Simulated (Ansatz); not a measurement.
C₂H₇Sn, SMILES [CH2][SnH2][CH3], an atomisation energy

Program: the Ansatz DFT code, driven from Python.

At the Python prompt:
```pycon
>>> from collections import Counter
>>> import ansatz as az
>>> from ase import Atoms
>>> def single_point(molecule, charge=0, unpaired=0):
...     calc = molecule.calculation().basis(gaussian='def2-SVP').correlation('ccsd_t')
...     if charge:
...         calc = calc.charge(charge)
...     if unpaired:
...         calc = calc.spin('collinear', total=unpaired)
...     return calc.run().report['free_energy_ev']
...
>>> atoms = Atoms(['C', 'Sn', 'C', 'H', 'H', 'H', 'H', 'H', 'H', 'H'], positions=[
...     (-1.6221, 0.3262, -1.0195),
...     (0.254, 0.6864, -0.1523),
...     (0.7097, -0.9744, 1.0936),
...     (-1.5813, -0.5571, -1.6255),
...     (-1.9153, 1.2162, -1.7149),
...     (0.2304, 2.1715, 0.8028),
...     (1.4858, 0.8334, -1.4127),
...     (0.0192, -1.0499, 1.902),
...     (0.759, -1.888, 0.5435),
...     (1.7438, -0.8154, 1.5859),
... ])
>>> geometry = az.Crystal.molecule_from_ase(atoms)
>>> # Hund ground states
>>> unpaired = {'C': 2, 'Sn': 2, 'H': 1}
>>> counts = Counter(site.symbol for site in geometry.cartesian_sites)
>>> atom_energy = {s: single_point(az.Crystal.molecule().atom(s, (0, 0, 0)), 0, unpaired[s]) for s in counts}
>>> whole = single_point(geometry, 0, 1)
>>> for s, e in atom_energy.items():
...     print(f'{s:2s} x{counts[s]}  {e:14.5f} eV')
...
C  x2     -1026.28847 eV
Sn x1     -5807.13565 eV
H  x7       -13.58606 eV
>>> print(f'C2H7Sn: {whole:.5f} eV')
C2H7Sn: -7985.19107 eV
>>> split = sum(counts[s] * e for s, e in atom_energy.items()) - whole
>>> print(f'atomisation energy (no zero-point term): {96.485332 * split:.1f} kJ/mol, {split / sum(counts.values()):.3f} eV an atom')
atomisation energy (no zero-point term): 2930.8 kJ/mol, 3.038 eV an atom
```

2930.8 kJ/mol from the electronic energies, without the zero-point term.

Notes:
- Total energies depend on the basis set; only differences at equal settings carry meaning.
- The geometry is a force-field or estimated start, not a minimum of this method, and the basis set is short of its limit. All parts are taken at fixed geometry, without zero-point energy.
- def2 sets replace the cores of elements past krypton by effective core potentials.
- The run takes the species as open-shell (spin multiplicity 2), which needn't be its ground state.
- In double-zeta sets correlated atomisation energies come out some 10 to 15 % low.
- The spin-orbit lowering of heavy atoms is left out.
- Finished in 49 s on 1 thread of Arm Neoverse V1, on a shared host, peak memory 0.79 GiB.
